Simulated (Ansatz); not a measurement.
Predict the output of the script below (the Ansatz DFT code, driven from Python).

Input file `cahg.cif`:
```cif
data_CaHg
_cell_length_a 3.754655
_cell_length_b 3.754655
_cell_length_c 3.754655
_cell_angle_alpha 90.00000
_cell_angle_beta 90.00000
_cell_angle_gamma 90.00000
_symmetry_space_group_name_H-M 'P 1'
_symmetry_Int_Tables_number 1
loop_
_symmetry_equiv_pos_as_xyz
'x, y, z'
loop_
_atom_site_label
_atom_site_type_symbol
_atom_site_fract_x
_atom_site_fract_y
_atom_site_fract_z
Ca1 Ca    0.000000    0.000000    0.000000
Hg2 Hg    0.500000    0.500000    0.500000
```

Script `run_zeeman.py`:
```python
# -*- coding: utf-8 -*-
"""Spin moment of CaHg in a magnetic field."""

import ansatz
from ase.io import read
import numpy as np

atoms = read("cahg.cif")
crystal = ansatz.Crystal.from_ase(atoms)

calculation = (
    crystal.calculation()
    .functional("lda")
    .kpoints(density=3.4)
    .occupations("Marzari-Vanderbilt", width=0.15)
    .spin("collinear")
)
# the field acts on the spins alone; such large fields lift the response over the noise
rows = []
for tesla in [-200, 0, 200]:
    r = (calculation.magnetic_field(tesla) if tesla else calculation).run().report
    rows.append((tesla, r["magnetization_mub"], r["free_energy_ev"], r["components"].get("e_zeeman", 0.0)))
lines = [",".join(["B (T)", "moment muB", "F eV", "Zeeman term eV"])] + [",".join(f"{v:.4f}" if isinstance(v, float) else str(v) for v in row) for row in rows]
print("\n".join(lines))
with open("zeeman.csv", "w") as handle:
    handle.write("\n".join(lines) + "\n")
slope = np.polyfit([row[0] for row in rows], [row[1] for row in rows], 1)[0]
print(f"dM/dB = {1000 * slope:.4f} muB per 1000 T per cell")
```

```console
$ python run_zeeman.py
DeckWarning: basis.ecutwfc = 420 eV, auto-derived from the records' recommended cutoffs: set by Ca (normal level)
RunWarning: this spin-polarised run has no starting moment large enough to seed its density, so its SCF can try parallel moments of its own, which can die out, and starts no order whose moments cancel. Behind that start scf.lower_state_search: light tries no [...]
B (T),moment muB,F eV,Zeeman term eV
-200,-0.0537,-15296.3247,-0.0006
0,0.0000,-15296.3244,0.0000
200,0.0537,-15296.3247,-0.0006
dM/dB = 0.2684 muB per 1000 T per cell
```
(Warnings from the package without file and line, shortened.)

Notes:
- Total energies depend on the potentials; only differences at equal settings carry meaning. A total without «per atom» is that of the cell as typed.
- The mesh is modest for a metal, so energies can be off by several to tens of meV an atom and pressures by half a GPa or more; differences at equal mesh fare better.
- Spin-orbit coupling, which matters for elements this heavy, is left out.
- This cell is a computed structure, which may not be the phase found in nature.
- Orbital magnetism is left out. The response of a metal hangs strongly on mesh and smearing, and a straight-line fit holds only where the moment is linear in the field.
- Run time: 8.2 s on 1 thread of Arm Neoverse V2, on a shared host, peak memory 0.41 GiB.

(A comment or docstring line of the script was reworded after the run, the code is as it ran; lines on the test bed's own set-up are left out of the output.)
